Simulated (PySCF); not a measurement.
**[Eu(H2O)]3+: other functionals and bases at one geometry**

The task here is to estimate one member of a computed series from the others.

The runs use PySCF 2.14.0; several levels, as the steps say, no spin–orbit coupling.

4 further runs of the same task are left out: 2 for a known fault of the program, 2 that didn't finish.

## The system as given

4 atoms, charge 3, spin multiplicity 1.

Bond lengths: Eu1–O2 2.225 Å, O2–H3 1.005 Å, O2–H4 1.005 Å. Angles: Eu1–O2–H3 128.9°, Eu1–O2–H4 128.9°, H3–O2–H4 102.2°.

Geometry (Å):

```xyz
4

Eu    0.0000    0.0000   -0.0947
O     0.0000    0.0000    2.1307
H     0.7824    0.0000    2.7619
H    -0.7824    0.0000    2.7619
```

Formal oxidation states: Eu +3. Each metal's 6 4f electrons lie in its core potential, so multiplicities, spins and levels count the valence alone. An earlier session relaxed this geometry at B3LYP, Eu lcecp-1-SVP with ECP52, O def2-SVP, H def2-SVP (singlet, point group C2v).

At B3LYP on the finer grid: E = -110.361268 Eh, HOMO -27.59 eV, LUMO -20.92 eV, Mulliken charge on Eu1 +2.55 e, largest force component 0.003 eV/Å. 

Levels to run: BP86; HF; PBE0; PBE; B3LYP, TZVP. Hardware: 2 threads of Arm Neoverse V1, shared host.

Set-up of the first run:

Input file run.py (the lines that set the calculation):

```python
mol = gto.M(atom='''
Eu     0.00000     0.00000    -0.09471
O      0.00000     0.00000     2.13072
H      0.78236     0.00000     2.76191
H     -0.78236     0.00000     2.76191''',
    basis={'Eu': 'lcecp-1-SVP', 'O': 'def2-SVP', 'H': 'def2-SVP'},
    ecp={'Eu': 'lcecp-1-SVP'},
    charge=3, spin=0)
mf = dft.RKS(mol, xc='B88,P86')
mf.grids.atom_grid = (75, 302)  # f atoms: unpruned, at least (60, 302)
mf = mf.density_fit()  # fitting sets: Eu AutoAux, O def2-universal-JKFIT, H def2-universal-JKFIT
mf.conv_tol = 1e-08; mf.max_cycle = 55
mf.kernel(dm0)  # dm0: the density of the relaxed state
```

Run with:

```sh
> OMP_NUM_THREADS=2 python run.py
```

Among the steps run: BP86; HF; PBE0; PBE; B3LYP, TZVP.

One table of the session follows, with a row left open; its other results are not shown here.

```
               level  HOMO (eV)  gap (eV)  charge on Eu1 (e)  dipole (D)  largest force component (eV/Å)
B3LYP (relaxed here)     -27.59      6.67               2.55        3.08                            0.00
                BP86          ?         ?                  ?           ?                               ?
                  HF     -32.20     15.58               2.69        2.27                            1.71
                PBE0     -27.88      7.33               2.57        3.01                            0.16
                 PBE     -26.26      4.67               2.51        3.39                            0.44
         B3LYP, TZVP     -27.60      6.71               2.64        3.11                            0.27
```

**Question.** Estimate the row for BP86.

As computed: HOMO (eV): -26.35; gap (eV): 4.83; charge on Eu1 (e): 2.51; dipole (D): 3.35; largest force component (eV/Å): 0.48. In the column «HOMO (eV)» it lies between B3LYP (relaxed here) (-27.59) and PBE (-26.26).

The dipole of a charged species depends on the origin, so these sizes hold for this origin alone.

In one basis the HOMO–LUMO gap runs from 4.67 eV (PBE) to 15.58 eV (HF). The largest leftover force, 1.71 eV/Å with HF, stands at a geometry relaxed at another level. With 4f in the core, its levels are missing from HOMO and gap, and its count is fixed, so no charge can pass from the ligands into it. Total energies of different levels can't be compared.
